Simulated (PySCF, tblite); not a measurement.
**C4H13AsSi: a rotation path, then NMR shifts on frames**

How do NMR shifts of C4H13AsSi (`CC(C)(C)[SiH2][AsH2]`) change as the atoms move?

Computed with tblite 0.8.0 and PySCF 2.14.0, with density-fitted response routines of our own, on a single molecule in the gas phase. Atoms are numbered from 0 throughout.

## Step 1: Starting geometry

19 atoms, charge 0, multiplicity 1; geometry from: GFN2-xTB.

Bonds of the start (Å): C0–C1 1.53, C1–C2 1.53, C1–C3 1.53, C1–Si4 1.92, Si4–As5 2.33, C0–H6 1.09, C0–H7 1.09, C0–H8 1.09, C2–H9 1.09, C2–H10 1.09, C2–H11 1.09, C3–H12 1.09, C3–H13 1.09, C3–H14 1.09, Si4–H15 1.48, Si4–H16 1.48, As5–H17 1.49, As5–H18 1.50.

## Step 2: A band between two rotamers with GFN2-xTB

Job settings and geometry (Å):

```
{"job": {"kind": "neb", "xc": "GFN2-xTB", "basis": "xTB", "atoms": [0, 1, 4, 5], "turn": 120}, "charge": 0, "multiplicity": 1}
C     -1.680511     0.209623    -1.048652
C     -0.528800    -0.051298    -0.083584
C     -0.904711     0.471870     1.300669
C     -0.275630    -1.554094     0.010593
Si     1.075248     0.820567    -0.682557
As     2.756901     0.347881     0.854082
H     -1.876463     1.276107    -1.133196
H     -1.447313    -0.171135    -2.040320
H     -2.592000    -0.278148    -0.702050
H     -1.117787     1.538947     1.267038
H     -0.090566     0.304573     2.010811
H     -1.790506    -0.038878     1.679115
H      0.548780    -1.760485     0.699121
H     -1.159019    -2.075627     0.379309
H     -0.020990    -1.966182    -0.964729
H      0.810288     2.269920    -0.754040
H      1.334105     0.386009    -2.068190
H      3.754706     1.155517     0.088612
H      3.194465    -0.875918     0.107106
```

Level: GFN2-xTB climbing-image nudged elastic band, gas phase.

Launch:

```console
OMP_NUM_THREADS=1 python probes_run.py task.json out
```

One launch serves the whole session: the jobs run in the order shown.

Log:

```text
image   E - E0 / eV
  0      -0.0000
  1       0.0085
  2       0.0356
  3       0.0611
  4       0.0671
  5       0.0544
  6       0.0342
  7       0.0136
  8      -0.0002
```

It took 12 s on 1 thread of Intel Xeon at 2.50GHz, shared host; peak memory 0.18 GiB.

The final band, with the dihedral C0–C1–Si4–As5:

| image | dihedral (°) | energy (eV) | energy (kcal/mol) |
| --- | --- | --- | --- |
| 0 | -180 | 0.000 | 0.0 |
| 1 | -166 | 0.009 | 0.2 |
| 2 | -151 | 0.036 | 0.8 |
| 3 | -136 | 0.061 | 1.4 |
| 4 | -121 | 0.067 | 1.5 |
| 5 | -106 | 0.054 | 1.3 |
| 6 | -90 | 0.034 | 0.8 |
| 7 | -75 | 0.014 | 0.3 |
| 8 | -59 | 0.000 | 0.0 |

## Step 3: Shielding tensors: image 0, PBE0/pcSseg-1

Job settings and geometry (Å):

```
{"job": {"kind": "nmr", "xc": "PBE0", "basis": "pcSseg-1", "pop": false}, "charge": 0, "multiplicity": 1}
C     -1.680500     0.209600    -1.048700
C     -0.528800    -0.051300    -0.083600
C     -0.904700     0.471900     1.300700
C     -0.275600    -1.554100     0.010600
Si     1.075200     0.820600    -0.682600
As     2.756900     0.347900     0.854100
H     -1.876500     1.276100    -1.133200
H     -1.447300    -0.171100    -2.040300
H     -2.592000    -0.278100    -0.702000
H     -1.117800     1.538900     1.267000
H     -0.090600     0.304600     2.010800
H     -1.790500    -0.038900     1.679100
H      0.548800    -1.760500     0.699100
H     -1.159000    -2.075600     0.379300
H     -0.021000    -1.966200    -0.964700
H      0.810300     2.269900    -0.754000
H      1.334100     0.386000    -2.068200
H      3.754700     1.155500     0.088600
H      3.194500    -0.875900     0.107100
```

Level: GIAO PBE0/pcSseg-1 NMR shielding, non-relativistic, gas phase.

Log:

```text
coarse grid: 66600 points
cycle   1  E = -2684.7063997458  dE = -5.419e-01  |g| = 7.682e-01  |ddm| = 3.742e+00
cycle   2  E = -2684.6907364301  dE =  1.566e-02  |g| = 6.533e-01  |ddm| = 8.578e-01
cycle   3  E = -2684.7582735415  dE = -6.754e-02  |g| = 1.390e-01  |ddm| = 6.262e-01
cycle   4  E = -2684.7629666747  dE = -4.693e-03  |g| = 3.988e-02  |ddm| = 1.738e-01
cycle   5  E = -2684.7632977811  dE = -3.311e-04  |g| = 6.801e-03  |ddm| = 3.797e-02
cycle   6  E = -2684.7633089448  dE = -1.116e-05  |g| = 1.153e-03  |ddm| = 8.302e-03
cycle   7  E = -2684.7633092717  dE = -3.269e-07  |g| = 2.777e-04  |ddm| = 1.808e-03
final grid: 139672 points
cycle   8  E = -2684.7633698480  dE = -9.779e-08  |g| = 2.890e-04  |ddm| = 2.545e-03
cycle   9  E = -2684.7633698472  dE =  7.412e-10  |g| = 2.971e-04  |ddm| = 7.765e-04
cycle  10  E = -2684.7633698725  dE = -2.525e-08  |g| = 3.823e-05  |ddm| = 3.924e-04
cycle  11  E = -2684.7633698728  dE = -3.356e-10  |g| = 6.978e-06  |ddm| = 4.247e-05
converged SCF energy = -2684.7633698728

GIAO shielding tensors (ppm)
atom      isotropic    diamagn.    paramagn.     s11        s22        s33       span
  0 C      156.618     247.271     -90.654    140.170    142.468    187.215     47.045
  1 C      166.427     247.283     -80.857    161.684    167.656    169.940      8.257
  2 C      157.352     248.779     -91.427    141.721    145.562    184.775     43.053
  3 C      156.990     249.337     -92.347    142.575    144.839    183.558     40.983
  4 Si     373.344     881.347    -508.003    319.201    356.931    443.900    124.699
  5 As    2037.430    2878.733    -841.303   1907.372   1991.929   2212.989    305.617
  6 H       30.480      30.860      -0.379     26.083     28.153     37.204     11.121
  7 H       30.517      30.947      -0.430     26.113     28.239     37.198     11.085
  8 H       30.665      30.855      -0.190     26.767     27.941     37.287     10.520
  9 H       30.640      31.454      -0.814     26.792     27.859     37.269     10.477
 10 H       30.057      31.402      -1.345     24.191     31.015     34.965     10.774
 11 H       30.856      31.502      -0.646     27.209     28.113     37.245     10.037
 12 H       30.664      32.399      -1.736     24.868     31.916     35.207     10.339
 13 H       30.844      31.707      -0.863     27.142     28.095     37.295     10.154
 14 H       30.661      31.928      -1.267     26.816     28.012     37.154     10.339
 15 H       27.486      30.469      -2.983     23.248     26.372     32.838      9.590
 16 H       27.197      30.646      -3.450     22.805     26.220     32.565      9.759
 17 H       30.214      28.980       1.234     22.480     23.983     44.180     21.700
 18 H       30.049      30.018       0.031     21.869     25.482     42.795     20.925
```

Wall time 82 s (1 thread of Intel Xeon at 2.50GHz, shared host); peak memory 0.84 GiB.

The references, computed at this level on geometries of the same kind, shield at (ppm): 1H TMS 31.72, 13C TMS 186.9, 29Si TMS 349.2, 75As AsH3 1989. Their shielding less the atom's gives the shift. The references are single molecules in the gas phase. Shifts against hydride references such as AlH4− lie on their own scale. Each atom is listed at this fixed geometry, with no averaging over motion; a spectrum would average atoms that exchange fast.

```csv
atoms,environment,σ (ppm),δ (ppm)
C0,methyl carbon,156.6,30.3
C3,methyl carbon,157.0,29.9
C2,methyl carbon,157.4,29.6
C1,fully substituted sp3 carbon bonded to Si,166.4,20.5
H16,"hydrogen on a silicon bonded to C, As",27.20,4.52
H15,"hydrogen on a silicon bonded to C, As",27.49,4.23
H18,hydrogen on an arsenic bonded to Si,30.05,1.67
H10,hydrogen on a methyl carbon,30.06,1.66
H17,hydrogen on an arsenic bonded to Si,30.21,1.50
H6,hydrogen on a methyl carbon,30.48,1.24
H7,hydrogen on a methyl carbon,30.52,1.20
H9,hydrogen on a methyl carbon,30.64,1.08
H14,hydrogen on a methyl carbon,30.66,1.06
H12,hydrogen on a methyl carbon,30.66,1.05
H8,hydrogen on a methyl carbon,30.67,1.05
H13,hydrogen on a methyl carbon,30.84,0.87
H11,hydrogen on a methyl carbon,30.86,0.86
Si4,"silicon bonded to C, As, 2 H",373.3,-24.2
As5,"arsenic bonded to Si, 2 H",2037,-49
```

## Step 4: Nuclear shieldings: image 2, PBE0/pcSseg-1

Job settings and geometry (Å):

```
{"job": {"kind": "nmr", "xc": "PBE0", "basis": "pcSseg-1", "pop": false}, "charge": 0, "multiplicity": 1}
C     -1.578100     0.076400    -1.127600
C     -0.528400    -0.021400    -0.024600
C     -1.096800     0.572500     1.262700
C     -0.198800    -1.493900     0.216400
Si     1.073800     0.933500    -0.517400
As     2.886200    -0.087000     0.524500
H     -1.837200     1.115200    -1.319800
H     -1.209500    -0.358000    -2.053400
H     -2.488500    -0.454100    -0.843800
H     -1.382200     1.611800     1.113100
H     -0.359500     0.531800     2.065500
H     -1.981400     0.021700     1.585200
H      0.539400    -1.601900     1.017800
H     -1.088400    -2.050300     0.510200
H      0.206400    -1.954400    -0.685100
H      0.934200     2.338500    -0.090300
H      1.155100     0.990500    -1.989000
H      3.856200     0.865200    -0.099400
H      3.087700    -1.027100    -0.625800
```

Method: GIAO PBE0/pcSseg-1 NMR shielding, non-relativistic, gas phase.

Log:

```text
coarse grid: 66600 points
cycle   1  E = -2684.7051009486  dE = -5.473e-01  |g| = 7.673e-01  |ddm| = 3.748e+00
cycle   2  E = -2684.6904580666  dE =  1.464e-02  |g| = 6.491e-01  |ddm| = 8.414e-01
cycle   3  E = -2684.7566332466  dE = -6.618e-02  |g| = 1.376e-01  |ddm| = 6.143e-01
cycle   4  E = -2684.7612258726  dE = -4.593e-03  |g| = 3.977e-02  |ddm| = 1.712e-01
cycle   5  E = -2684.7615595538  dE = -3.337e-04  |g| = 6.851e-03  |ddm| = 3.806e-02
cycle   6  E = -2684.7615708953  dE = -1.134e-05  |g| = 1.134e-03  |ddm| = 8.196e-03
cycle   7  E = -2684.7615712049  dE = -3.095e-07  |g| = 2.778e-04  |ddm| = 1.741e-03
final grid: 139672 points
cycle   8  E = -2684.7615308880  dE = -1.084e-07  |g| = 2.810e-04  |ddm| = 2.810e-03
cycle   9  E = -2684.7615308864  dE =  1.557e-09  |g| = 2.945e-04  |ddm| = 7.600e-04
cycle  10  E = -2684.7615309105  dE = -2.406e-08  |g| = 3.601e-05  |ddm| = 3.782e-04
cycle  11  E = -2684.7615309108  dE = -3.129e-10  |g| = 7.952e-06  |ddm| = 4.055e-05
converged SCF energy = -2684.7615309108

GIAO shielding tensors (ppm)
atom      isotropic    diamagn.    paramagn.     s11        s22        s33       span
  0 C      155.003     247.415     -92.412    135.087    145.516    184.408     49.321
  1 C      167.981     247.400     -79.420    163.946    168.931    171.065      7.119
  2 C      155.940     248.077     -92.137    134.927    148.937    183.956     49.029
  3 C      155.941     249.690     -93.748    139.001    148.070    180.753     41.752
  4 Si     371.971     881.270    -509.299    320.280    350.872    444.761    124.481
  5 As    2030.063    2878.805    -848.742   1893.980   1974.167   2222.043    328.063
  6 H       30.439      30.933      -0.494     26.215     27.989     37.114     10.899
  7 H       30.554      31.227      -0.673     26.076     28.489     37.098     11.022
  8 H       30.715      30.989      -0.275     26.856     28.033     37.254     10.398
  9 H       30.574      31.333      -0.759     26.460     28.008     37.253     10.793
 10 H       30.311      31.134      -0.824     25.347     29.725     35.859     10.512
 11 H       30.877      31.256      -0.378     27.207     28.062     37.363     10.156
 12 H       30.335      32.141      -1.806     24.427     31.621     34.957     10.530
 13 H       30.877      31.821      -0.945     26.963     28.438     37.229     10.265
 14 H       30.655      32.370      -1.715     26.410     29.252     36.302      9.892
 15 H       27.471      30.345      -2.874     23.363     26.485     32.566      9.203
 16 H       27.146      30.529      -3.383     22.552     26.548     32.338      9.786
 17 H       30.180      28.978       1.202     22.479     23.852     44.208     21.730
 18 H       30.051      30.046       0.005     21.928     25.576     42.649     20.721
```

Wall time 74 s (1 thread of Intel Xeon at 2.50GHz, shared host); peak memory 0.89 GiB.

This run: δ C0 31.9, C2 31.0, C3 31.0, C1 18.9, H16 4.57, H15 4.25 ppm.

[end of part 1 of 2]
